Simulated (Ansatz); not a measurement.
# ScAu2: the cost of one run

Program: Ansatz 0.2.0. Level of theory: DFT, r2SCAN, PAW with Ansatz's default frozen-core files, scalar-relativistic. These are calculated values, not measurements.

4 further runs of the same task are left out: 3 that didn't finish, 1 set aside as unsound or not needed.

## (1) The system as given

Symmetry: I4/mmm, No. 139, tetragonal system. Conventional cell: a = 3.544 Å, b = 3.544 Å, c = 8.777 Å, α = 90.00°, β = 90.00°, γ = 90.00°. Sc (site symmetry 4/mmm) has 10 Au at 2.89 to 2.96 Å as nearest neighbours. Au (site symmetry 4mm) has 5 Au at 2.86 to 2.93 Å and 5 Sc at 2.89 to 2.96 Å as nearest neighbours.

Structure file:

```xyz
3
Lattice="-1.7721 1.7721 4.3885 1.7721 -1.7721 4.3885 1.7721 1.7721 -4.3885" Properties=species:S:1:pos:R:3 pbc="T T T"
Sc    0.0000    0.0000    0.0000
Au    0.0000    0.0000    5.8201
Au    0.0000    0.0000    2.9569
```

Atoms are numbered in the order of the input: Sc1, Au2, Au3.

## (2) Shortest bond scaled by 1, PAW

Input file input.yaml:

```yaml
crystal:
  lattice:
    - [-1.7720936272, 1.7720936272, 4.388505034]
    - [1.7720936272, -1.7720936272, 4.388505034]
    - [1.7720936272, 1.7720936272, -4.388505034]
  atoms:
    - { symbol: Sc, position: [0.0, 0.0, 0.0] }
    - { symbol: Au, position: [0.66310853, 0.66310853, 0.0] }
    - { symbol: Au, position: [0.33689147, 0.33689147, 0.0] }
kpoints:
  mp_grid: { grid: [12, 12, 12] }
scf:
  occupations: { method: fermi_dirac, width: 0.05 }
hamiltonian:
  xc: r2scan
  pseudopotentials: { kind: paw }
output:
  forces: true
  stress: true
  eigenvalues: true
  efg: { contact_densities: true }
  populations: true
```

Run with:

```
> ansatz run input.yaml --threads 1 --pin off --max-ram 3072MiB --backend cpu --events-out ev --progress --plain --runs-dir out
```

Q: Estimate wall time and peak memory on 1 thread of Intel Xeon 6975P-C (Granite Rapids), shared host.

About 18 s, with a peak of 0.7 GiB.
